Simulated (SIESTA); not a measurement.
Runs of SIESTA 5.4.2 on Sn3Te. The structure is cubic, space group Pm-3m (No. 221). The conventional cell has a = 4.866 Å, b = 4.866 Å, c = 4.866 Å, α = 90.00°, β = 90.00°, γ = 90.00°. Around Te (site symmetry m-3m) lie 12 Sn at 3.44 Å. Around Sn (site symmetry 4/mmm) lie 4 Te at 3.44 Å and 8 Sn at 3.44 Å. The cell comes from a database or a generator and needn't be the stable form of this composition.

```csv
potentials or basis,gap on the mesh (eV),pressure (GPa)
"PseudoDojo 0.4 standard (PBEsol files), TZP (energy shift 0.003 Ry; two zetas on semicore shells)",none,(b)
"PseudoDojo 0.4 standard (PBEsol files), TZDP (energy shift 0.003 Ry; two zetas on semicore shells)",none,-1.9
"PseudoDojo 0.4 standard (PBEsol files), SZ (energy shift 0.003 Ry)",none,4.7
"PseudoDojo 0.4 standard (PBEsol files), DZP (energy shift 0.003 Ry; two zetas on semicore shells)",none,-1.4
"PseudoDojo 0.4 standard (PBEsol files), DZ (energy shift 0.003 Ry; two zetas on semicore shells)",none,0.0
"PseudoDojo 0.4 standard (PBEsol files), SZP (energy shift 0.003 Ry)",none,(a)
```

Alike in all rows: task band structure; level PBEsol; no spin polarisation; cell as given; k mesh 6 × 6 × 6; smearing fermi-dirac 0.05 eV; grid cutoff 500 Ry; energy shift 0.003 Ry.

Q: Fill in the values left out.

A: (a) -0.6; (b) -1.7.

Caveats: spin-orbit coupling is left out, which moves the levels of the heavy elements; the basis of atomic orbitals isn't converged, which shifts pressures, moduli and gaps; the basis has no polarisation orbitals (some runs).

A k mesh can miss the band edges, and the runs leave out spin-orbit coupling on Sn, Te.

A gap of «none» marks a metal or a gap under the smearing width.
